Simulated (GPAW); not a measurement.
Crystal: NiMoIrPdW.

```
Ni Mo Pd Ir W
1.0
     4.11705    0.00000    0.00000
    -2.05853    3.56547    0.00000
     0.00000    0.00000    5.44580
Ni Mo Pd Ir W
1 1 1 1 1
Direct
  0.00000 0.00000 0.95775
  0.66667 0.33333 0.96161
  0.66667 0.33333 0.46295
  0.33333 0.66667 0.72572
  0.33333 0.66667 0.23642
```

The cell was built by a generator and needn't be a form met in nature.

```yaml
Program: GPAW 26.7.0
Task: single point
Functional: PBE
Potentials_or_basis: GPAW PAW data sets (gpaw-data 1.2.1)
Cutoff: 600 eV
Basis: pw
k_mesh: 8 × 8 × 5
Occupations: fermi-dirac, width 0.05 eV
Spin: collinear spin, ferromagnetic start
Starting_moments: "[1.0, 1.0, 0.0, 0.6, 0.0] μB"
```

On this cell: pressure 0.1 GPa; largest force 0.049 eV/Å; net moment 0.00 μB per cell; band gap on the k mesh none (metal or under the smearing width).

The same run follows on a disturbed copy (atoms moved at random, drawn with an rms of 0.05 Å):

```
Ni Mo Pd Ir W
1.0
     4.11705    0.00000    0.00000
    -2.05853    3.56547    0.00000
     0.00000    0.00000    5.44580
Ni Mo Pd Ir W
1 1 1 1 1
Cartesian
  -0.0218 -0.0171 5.2110
  2.1068 1.1962 5.2131
  2.0648 1.2021 2.5431
  -0.0004 2.4088 3.9329
  0.0053 2.3580 1.2858
```

What does the disturbed cell give?

The energy (extrapolated to zero smearing) moves by +10.7 meV/atom; pressure 0.2 GPa; largest force 1.039 eV/Å; net moment 0.00 μB per cell; band gap on the k mesh none (metal or under the smearing width).

Forces on the atoms (eV/Å):
```
Ni   0.801  0.350 -0.040
Mo  -0.881 -0.180  0.521
Pd  -0.106 -0.071 -0.499
Ir   0.127 -0.250  0.174
W    0.059  0.151 -0.156
```

Stress tensor (GPa, compression positive):
```
 0.26 -1.09 -0.26
-1.09  0.72 -0.08
-0.26 -0.08 -0.34
```

Caveats: the stock nickel data set gives pressures a few GPa off other programs.
